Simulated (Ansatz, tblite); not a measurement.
# C₁₂H₄AuF₂₁S: a ladder of methods and basis sets

How do method and basis change the picture of C₁₂H₄AuF₂₁S (singlet)?

The runs use Ansatz 0.2.0, Gaussian basis; as each input shows.

Levels to be run: GFN1-xTB, GFN2-xTB, PBE-D4/def2-SVP, r2SCAN-D4/def2-SVP, ωB97X-V/def2-SVP, B97M-V/def2-SVP, HSE06-D4/def2-SVP, PBE+5HF/def2-SVP, PBE+10HF/def2-SVP, PBE+15HF/def2-SVP, PBE+35HF/def2-SVP, PBE+50HF/def2-SVP, r2SCAN-D4/def2-mTZVP, MP2/def2-SVP, RPA/def2-SVP.

## Step 1: The geometry

The geometry is that of the singlet, from an earlier relaxation (PBE-D4/def2-SVP).

39 atoms, charge 0, spin multiplicity 1.

Bond lengths: F1–C2 1.341 Å, C2–F3 1.342 Å, C2–F4 1.341 Å, C2–C5 1.563 Å, C5–F6 1.352 Å, C5–F7 1.356 Å, C5–C8 1.572 Å, C8–F9 1.353 Å, C8–F10 1.358 Å, C8–C11 1.557 Å, C11–F12 1.350 Å, C11–F13 1.360 Å, C11–C14 1.578 Å, C14–F15 1.357 Å, C14–F16 1.352 Å, C14–C17 1.568 Å, C17–F18 1.351 Å, C17–F19 1.355 Å and more. Angles: F1–C2–F3 109.5°, F1–C2–F4 108.5°, F1–C2–C5 110.5°, F3–C2–F4 108.8°, F3–C2–C5 110.8°, F4–C2–C5 108.6°, C2–C5–F6 108.0°, C2–C5–F7 107.3°, C2–C5–C8 118.3°, F6–C5–F7 109.1°, F6–C5–C8 108.5°, F7–C5–C8 105.3°, C5–C8–F9 108.6°, C5–C8–F10 105.1°, C5–C8–C11 116.6°, F9–C8–F10 109.1°, F9–C8–C11 108.8°, F10–C8–C11 108.4° and more.

Au takes a core potential in the def2 sets. No spin-orbit coupling is included.

PBE0-D4/def2-SVP was run before; its log isn't repeated, and its numbers join the tables.

## Step 2: GFN1-xTB

Tight binding, by tblite at 300 K electronic temperature and without a spin-polarisation term:

```python
tblite.interface.Calculator('GFN1-xTB', numbers, positions, charge=0, uhf=0).singlepoint()
```

Energy -3894.8518 eV, HOMO -11.30 eV, LUMO -9.14 eV; 0.12 s.

## Step 3: GFN2-xTB

Tight binding, by tblite at 300 K electronic temperature and without a spin-polarisation term:

```python
tblite.interface.Calculator('GFN2-xTB', numbers, positions, charge=0, uhf=0).singlepoint()
```

Energy -3650.4738 eV, HOMO -10.00 eV, LUMO -7.14 eV; 0.12 s.

## Step 4: PBE-D4/def2-SVP

start.molden holds the orbitals of an earlier run on this state, given as this run's starting guess.

Contents of in.yaml:

```yaml
crystal:
  periodic: [false, false, false]
  atoms:
    - {symbol: F, position_ang: [6.130826, 1.566956, 0.608567]}
    - {symbol: C, position_ang: [6.192465, 0.915210, -0.562178]}
    - {symbol: F, position_ang: [5.749282, 1.716275, -1.543702]}
    - {symbol: F, position_ang: [7.472581, 0.597721, -0.806726]}
    - {symbol: C, position_ang: [5.355149, -0.403111, -0.499496]}
    - {symbol: F, position_ang: [5.651397, -1.030676, 0.661230]}
    - {symbol: F, position_ang: [5.749215, -1.180440, -1.537816]}
    - {symbol: C, position_ang: [3.791299, -0.300241, -0.626724]}
    - {symbol: F, position_ang: [3.488368, 0.166000, -1.859769]}
    - {symbol: F, position_ang: [3.341980, -1.576147, -0.510904]}
    - {symbol: C, position_ang: [3.061985, 0.575492, 0.434052]}
    - {symbol: F, position_ang: [3.364344, 0.122229, 1.669127]}
    - {symbol: F, position_ang: [3.516119, 1.851168, 0.306012]}
    - {symbol: C, position_ang: [1.494192, 0.692905, 0.303551]}
    - {symbol: F, position_ang: [1.110769, 1.468253, 1.349563]}
    - {symbol: F, position_ang: [1.217127, 1.340422, -0.850834]}
    - {symbol: C, position_ang: [0.666189, -0.637804, 0.342382]}
    - {symbol: F, position_ang: [1.194570, -1.471105, 1.265329]}
    - {symbol: F, position_ang: [0.733582, -1.211724, -0.883473]}
    - {symbol: C, position_ang: [-0.842906, -0.387944, 0.707923]}
    - {symbol: F, position_ang: [-1.258946, 0.731911, 0.053258]}
    - {symbol: F, position_ang: [-0.929706, -0.194841, 2.038551]}
    - {symbol: C, position_ang: [-1.774908, -1.573182, 0.284841]}
    - {symbol: F, position_ang: [-1.921663, -1.537305, -1.066192]}
    - {symbol: F, position_ang: [-1.163250, -2.734924, 0.624798]}
    - {symbol: C, position_ang: [-3.207527, -1.615338, 0.928827]}
    - {symbol: F, position_ang: [-3.841206, -2.662762, 0.328890]}
    - {symbol: F, position_ang: [-3.065127, -1.895535, 2.243840]}
    - {symbol: C, position_ang: [-4.119632, -0.353198, 0.781586]}
    - {symbol: F, position_ang: [-3.545672, 0.633683, 1.529027]}
    - {symbol: F, position_ang: [-5.300670, -0.688232, 1.391933]}
    - {symbol: C, position_ang: [-4.387470, 0.077471, -0.652938]}
    - {symbol: C, position_ang: [-5.461448, 1.152015, -0.823317]}
    - {symbol: S, position_ang: [-5.124759, 2.817082, -0.130366]}
    - {symbol: Au, position_ang: [-3.090465, 3.355823, -1.000629]}
    - {symbol: H, position_ang: [-3.436914, 0.419412, -1.107199]}
    - {symbol: H, position_ang: [-4.704237, -0.833826, -1.201586]}
    - {symbol: H, position_ang: [-6.390223, 0.850478, -0.291116]}
    - {symbol: H, position_ang: [-5.714698, 1.237817, -1.898324]}
basis:
  gaussian: {orbitals: def2-SVP, fitting: {mean_field: def2-universal-jkfit}, initial_orbitals: start.molden}
hamiltonian: {xc: pbe, dispersion: d4}
scf: {omitted_lower_state_checks: [starts]}
output: {orbitals: {seedname: orbitals}}
```

On the command line:

```sh
> ansatz run in.yaml --threads 2 --pin off --events-out ev --progress --plain --max-ram 32768MiB --backend cuda --devices 0, --max-vram 18GiB
```

Further steps of the session: r2SCAN-D4/def2-SVP; ωB97X-V/def2-SVP; B97M-V/def2-SVP; HSE06-D4/def2-SVP; PBE+5HF/def2-SVP; PBE+10HF/def2-SVP; PBE+15HF/def2-SVP; PBE+35HF/def2-SVP; PBE+50HF/def2-SVP; r2SCAN-D4/def2-mTZVP; MP2/def2-SVP; RPA/def2-SVP.

**Question.** What will the summary of the whole plan be? Wanted: gap in def2-SVP, named functionals, smallest and largest; gap over the share of exact exchange; correlation energy, MP2/def2-SVP; binding an atom, functionals in def2-SVP.

**Answer**, as computed:

```
                                                quantity                                value
gap in def2-SVP, named functionals, smallest and largest  1.44 eV (PBE-D4), 7.52 eV (ωB97X-V)
                    gap over the share of exact exchange         1.44 eV at 0, 5.35 eV at 0.5
                        correlation energy, MP2/def2-SVP                           -161.07 eV
                binding an atom, functionals in def2-SVP    4.44 (B97M-V) to 4.74 eV (PBE-D4)
```

**Reading.** Orbital gaps of the named functionals in def2-SVP span 1.44 eV (PBE-D4) to 7.52 eV (ωB97X-V); exact exchange widens it. Raising the share of exact exchange from 0 to 0.5 moves the HOMO by -2.32 eV and the LUMO by +1.59 eV.
